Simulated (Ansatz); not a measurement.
# CaBr3Cl: the cost of one run

Computed with Ansatz 0.2.0 (DFT PBE, scalar-relativistic, plane waves, PAW, unless a step's input says otherwise).

2 further runs of the same task are left out: 1 that didn't finish, 1 set aside as unsound or not needed.

## (1) The starting structure

Symmetry: Pm-3m, No. 221, cubic system. Conventional cell: a = 5.200 Å, b = 5.200 Å, c = 5.200 Å, α = 90.00°, β = 90.00°, γ = 90.00°. Ca (site symmetry m-3m) has 12 Br at 3.68 Å as nearest neighbours. Br (site symmetry 4/mmm) is surrounded by 2 Cl at 2.60 Å and 4 Ca at 3.68 Å and 8 Br at 3.68 Å. Cl (site symmetry m-3m) has 6 Br at 2.60 Å as nearest neighbours.

Coordinates:

```xyz
5
Lattice="5.1996 0.0000 0.0000 0.0000 5.1996 0.0000 0.0000 0.0000 5.1996" Properties=species:S:1:pos:R:3 pbc="T T T"
Ca    0.0000    0.0000    0.0000
Br    0.0000    2.5998    2.5998
Br    2.5998    0.0000    2.5998
Br    2.5998    2.5998    0.0000
Cl    2.5998    2.5998    2.5998
```

Recipe of the guess: species swapped into a database cell of LuBPd3 (Pm-3m, No. 221), with Ca on the Lu sites, Cl on the B sites and Br on the Pd sites. Lengths come from tabulated atomic sizes and are only a guess.

## (2) A first look at the guess

Contents of input.yaml:

```yaml
crystal:
  lattice:
    - [5.19963752, 0.0, 0.0]
    - [0.0, 5.19963752, 0.0]
    - [0.0, 0.0, 5.19963752]
  atoms:
    - { symbol: Ca, position: [0.0, 0.0, 0.0] }
    - { symbol: Br, position: [0.0, 0.5, 0.5] }
    - { symbol: Br, position: [0.5, 0.0, 0.5] }
    - { symbol: Br, position: [0.5, 0.5, 0.0] }
    - { symbol: Cl, position: [0.5, 0.5, 0.5] }
basis:
  ecutwfc: 420
kpoints:
  mp_grid: { grid: [4, 4, 4] }
hamiltonian:
  xc: pbe
scf:
  occupations: { method: gaussian, width: 0.1 }
  lower_state_search: "off"
output:
  forces: true
  stress: true
  eigenvalues: true
```

On the command line:

```sh
ansatz run input.yaml --threads 1 --pin off --max-ram 2048MiB --backend cpu --events-out ev --progress --plain --runs-dir out
```

What time and memory should one allow on 1 thread of Arm Neoverse V1, shared host?

About 2.5 s, with a peak of 0.35 GiB.
